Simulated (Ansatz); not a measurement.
# C₃H₅BO: how energies converge with the basis set

How large a basis does C₃H₅BO need? Two functionals are run in growing sets.

Program: Ansatz 0.2.0, Gaussian basis. Level of theory: one geometry, several basis sets. These are calculated values, not measurements.

The runs, in order: PBE0-D4/def2-SVP; ωB97M-V/def2-SVP; PBE0-D4/def2-QZVPP; ωB97M-V/def2-QZVPP; the functionals' def2-TZVPP values are taken from earlier runs.

## Step 1: The geometry

The geometry comes from an earlier relaxation with PBE0-D4/def2-TZVP; it is a stationary point, not always the lowest conformer.

SMILES `OCC1=CB1`, 10 atoms, charge 0, spin multiplicity 1.

Atoms are counted from 1 here; the program's logs count them from 0.

Bond lengths: O1–C2 1.406 Å, O1–H6 0.961 Å, C2–C3 1.472 Å, C2–H7 1.095 Å, C2–H8 1.102 Å, C3–C4 1.349 Å, C3–B5 1.475 Å, C4–B5 1.460 Å, C4–H9 1.082 Å, B5–H10 1.182 Å. Angles: C2–O1–H6 107.6°, O1–C2–C3 114.2°, O1–C2–H7 107.1°, O1–C2–H8 111.3°, C3–C2–H7 109.8°, C3–C2–H8 107.6°, H7–C2–H8 106.5°, C2–C3–C4 141.7°, C2–C3–B5 156.2°, C4–C3–B5 62.1°, C3–C4–B5 63.2°, C3–C4–H9 138.8°, B5–C4–H9 158.0°, C3–B5–C4 54.7°, C3–B5–H10 152.4°, C4–B5–H10 152.9°.

Geometry (Å):

```xyz
10
charge 0, multiplicity 1
O     0.7833   -0.4919    1.8875
C     0.5973   -0.8829    0.5494
C    -0.0723    0.1270   -0.2864
C    -0.4040    0.3895   -1.5677
B    -0.8192    1.3672   -0.5661
H     0.0255    0.0412    2.1434
H     1.5867   -1.1074    0.1388
H     0.0115   -1.8135    0.4821
H    -0.2823   -0.0529   -2.5470
H    -1.3432    2.3725   -0.2311
```

## Step 2: PBE0-D4 in def2-SVP

Contents of in.yaml:

```yaml
crystal:
  periodic: [false, false, false]
  atoms:
    - {symbol: O, position_ang: [0.783264, -0.491944, 1.887505]}
    - {symbol: C, position_ang: [0.597274, -0.882877, 0.549449]}
    - {symbol: C, position_ang: [-0.072350, 0.126992, -0.286368]}
    - {symbol: C, position_ang: [-0.403970, 0.389549, -1.567651]}
    - {symbol: B, position_ang: [-0.819167, 1.367249, -0.566080]}
    - {symbol: H, position_ang: [0.025530, 0.041175, 2.143351]}
    - {symbol: H, position_ang: [1.586686, -1.107448, 0.138815]}
    - {symbol: H, position_ang: [0.011451, -1.813459, 0.482093]}
    - {symbol: H, position_ang: [-0.282289, -0.052916, -2.547038]}
    - {symbol: H, position_ang: [-1.343229, 2.372478, -0.231079]}
basis:
  gaussian: {orbitals: def2-SVP}
hamiltonian: {xc: pbe0, dispersion: d4}
output: {orbitals: {seedname: orbitals}}
```

Started as:

```
> ansatz run in.yaml --threads 2 --pin off --events-out ev --progress --plain --max-ram 4352MiB
```

The runs that follow: ωB97M-V in def2-SVP; PBE0-D4 in def2-QZVPP; ωB97M-V in def2-QZVPP.

**Question.** What will the summary of the whole plan be? Wanted: PBE0-D4: double and triple zeta above quadruple; ωB97M-V: double and triple zeta above quadruple.

**Answer**, as computed:

| quantity | value |
| --- | --- |
| PBE0-D4: double and triple zeta above quadruple | 7.01, 0.34 eV |
| ωB97M-V: double and triple zeta above quadruple | 7.26, 0.32 eV |

What this shows: For PBE0-D4 the step from double to triple zeta gains 6.67 eV and the next only 0.34 eV. Total energies overstate the basis error of differences, where much of it tends to cancel.
